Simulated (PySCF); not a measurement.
# How the numerical set-up moves the result for SnN⁻

Which parts of the numerical set-up matter for SnN⁻? Each run edits the base script.

Computed with PySCF 2.14.0. Level: each script names its method and basis.

3 further runs of the same task are left out: 3 that didn't finish.

### 1 Where the work starts

SnN⁻: 2 atoms, charge -1, spin multiplicity 1.

Bond lengths: Sn1–N2 2.000 Å.

### 2 Base script

input.py reads:

```python
from pyscf import gto, scf
from pyscf.geomopt.geometric_solver import optimize

mol = gto.M(
    atom='Sn 0 0 0; N 0 0 2',
    basis='def2-svpd',
    ecp={'Sn': 'def2-svpd'},
    charge=-1,
    spin=0,
    verbose=4,
)
mf = scf.RHF(mol)
mf.kernel()
mol_eq = optimize(mf, maxsteps=30)
print('optimised geometry (angstrom)')
print(mol_eq.tostring('raw'))
print('orbital energies (hartree):', mf.mo_energy[..., max(0, mol.nelec[1]-3):mol.nelec[0]+3].round(4))
```

Command:

```
> OMP_NUM_THREADS=1 python input.py
```

The log of this run is left out.

In short: at the starting geometry E(SCF) = -267.640294 Eh, 12 cycles, optimised bond 1.846 Å in 6 steps; the optimisation lowers the energy by 0.395 eV.

### 3 Def2-svp

Run 1 changes basis set: def2-svpd → def2-svp.

input.py reads:

```python
from pyscf import gto, scf
from pyscf.geomopt.geometric_solver import optimize

mol = gto.M(
    atom='Sn 0 0 0; N 0 0 2',
    basis='def2-svp',
    ecp={'Sn': 'def2-svp'},
    charge=-1,
    spin=0,
    verbose=4,
)
mf = scf.RHF(mol)
mf.kernel()
mol_eq = optimize(mf, maxsteps=30)
print('optimised geometry (angstrom)')
print(mol_eq.tostring('raw'))
print('orbital energies (hartree):', mf.mo_energy[..., max(0, mol.nelec[1]-3):mol.nelec[0]+3].round(4))
```

Command:

```
> OMP_NUM_THREADS=1 python input.py
```

### 4 Lanl2dz

Run 2 changes basis set: def2-svpd → lanl2dz. The core potential changes with it: totals don't compare.

input.py, as its differences from that of step 2:

```diff
@@ -5,4 +5,4 @@
     atom='Sn 0 0 0; N 0 0 2',
-    basis='def2-svpd',
-    ecp={'Sn': 'def2-svpd'},
+    basis='lanl2dz',
+    ecp={'Sn': 'lanl2dz'},
     charge=-1,
```

### 5 Density fitting def2-universal-jkfit

Run 3 changes density fitting: none → def2-universal-jkfit.

input.py, as its differences from that of step 2:

```diff
@@ -12,2 +12,3 @@
 mf = scf.RHF(mol)
+mf = mf.density_fit(auxbasis='def2-universal-jkfit')
 mf.kernel()
```

Q: Predict the outcome of this session. Wanted: for each run, E(SCF); from base; gap; after the SCF.

**Answer**, as computed:

```tsv
run	E(SCF) (hartree)	from base (eV)	cycles	gap (eV)	functions	after the SCF
base	-267.640294	0	12	8.25	52	bond 1.846 Å, -0.395 eV
def2-svp	-267.624892	+0.4191	11	8.85	40	bond 1.843 Å, -0.412 eV
lanl2dz	-57.573753	not comparable	11	8.56	17	bond 1.852 Å, -0.315 eV
density fitting def2-universal-jkfit	-267.640199	+0.0026	12	8.25	52	bond 1.846 Å, -0.395 eV
```

SCF columns refer to the geometry typed in the script.

**Reading.** The largest comparable shift of the SCF energy, +0.419 eV, comes with the run “def2-svp”. def2-svp (40 functions) gives an energy 0.42 eV higher than def2-svpd (52).
